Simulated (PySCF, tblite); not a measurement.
**C₄H₁₃NSi₃: geometry, infrared bands and NMR shifts**

Wanted: the infrared bands and NMR shifts of C₄H₁₃NSi₃ (`C[Si@]([SiH3])(C[SiH3])CC#N`), by calculation.

Programs: tblite 0.8.0 and PySCF 2.14.0, with density-fitted response routines of our own. Each step states its level of theory. These are calculated values for one molecule in the gas phase, unless marked as measured. Atoms are numbered from 0 throughout.

### Step 1. Starting geometry

21 atoms, charge 0, multiplicity 1; geometry from: force field or distance geometry start.

Bonds of the start (Å): C0–Si1 1.86, Si1–Si2 2.22, Si1–C3 1.86, C3–Si4 1.86, Si1–C5 1.86, C5–C6 1.45, C6–N7 1.18, C0–H8 1.11, C0–H9 1.11, C0–H10 1.12, Si2–H11 1.50, Si2–H12 1.46, Si2–H13 1.45, C3–H14 1.12, C3–H15 1.11, Si4–H16 1.46, Si4–H17 1.48, Si4–H18 1.45, C5–H19 1.11, C5–H20 1.09.

### Step 2. Optimising the geometry with GFN2-xTB

What the job is given:

```
{"job": {"kind": "relax", "xc": "GFN2-xTB", "basis": "xTB"}, "charge": 0, "multiplicity": 1}
C     -1.679100     0.387600     1.388000
Si    -0.420600     0.136400     0.038400
Si    -0.967300    -1.720600    -1.053500
C      1.262000     0.066500     0.827100
Si     2.381700    -1.243000     0.123100
C     -0.564500     1.564600    -1.137900
C     -0.310300     2.800300    -0.418900
N     -0.108800     3.801300     0.172700
H     -1.347800     1.274700     1.969600
H     -2.684000     0.589500     0.952800
H     -1.701700    -0.523500     2.035800
H     -2.252400    -1.391500    -1.749000
H     -1.267600    -2.838100    -0.169700
H     -0.018100    -2.055700    -2.103900
H      1.154000    -0.144000     1.922200
H      1.775900     1.044800     0.763800
H      2.823800    -2.088400     1.228500
H      3.556900    -0.543700    -0.443500
H      1.753200    -2.056700    -0.899700
H      0.194600     1.408500    -1.925600
H     -1.588800     1.548000    -1.520800
```

Run with:

```
OMP_NUM_THREADS=1 python probes_run.py task.json out
```

The driver reads the jobs from task.json and runs them one after another.

**Question.** This job is followed by: GFN2-xTB harmonic vibrations, gas phase; GIAO PBE0/pcSseg-1 NMR shielding, non-relativistic, gas phase. What will the session give for the following? strongest single infrared mode (GFN2-xTB); zero-point energy (GFN2-xTB); ¹³C shifts against TMS (PBE0/pcSseg-1); ¹H shifts against TMS (PBE0/pcSseg-1, means over atoms taken as alike); ²⁹Si shifts against TMS (PBE0/pcSseg-1); ¹⁵N shifts against NH3 (PBE0/pcSseg-1); surface potential, 1st and 99th percentile.

As calculated:

| quantity | value |
| --- | --- |
| strongest single infrared mode (GFN2-xTB) | 769 cm⁻¹, 455 km/mol |
| zero-point energy (GFN2-xTB) | 92.4 kcal/mol |
| ¹³C shifts against TMS (PBE0/pcSseg-1) | 122.6, 3.3, 1.1, -7.1 ppm |
| ¹H shifts against TMS (PBE0/pcSseg-1, means over atoms taken as alike) | 3.96, 3.39, 1.57, 1.46, 0.63, 0.50, -0.17 ppm |
| ²⁹Si shifts against TMS (PBE0/pcSseg-1) | -12.7, -77.6, -116.4 ppm |
| ¹⁵N shifts against NH3 (PBE0/pcSseg-1) | 296.1 ppm |
| surface potential, 1st and 99th percentile | -1.86 V and 1.41 V |

What this shows: The optimisation took 151 steps and gained 0.793 eV; among the close pairs (by a distance rule), Si1–Si2 changed most, from 2.223 to 2.324 Å. No mode is imaginary among the 57: a minimum at this level. The strongest single mode, at 769 cm⁻¹, is spread over several atoms, H12, H13, H11, H18 among them. GFN2-xTB is a fitted tight-binding method: band positions and strengths are rough. Its intensities can rank the bands wrongly. C6 (nitrile carbon) lies farthest downfield among carbon, at 122.6 ppm; C≡N carbons fall here, among the sp2 signals but without a proton. At PBE0/pcSseg-1: The largest span, 506 ppm, is at N7, where the paramagnetic term is -370 ppm. By nearest atom (PBE0/pcSseg-1), the HOMO sits on Si1, Si2 about 19 % each; N7 20 % and the LUMO on Si1 21 %; Si2 16 %.
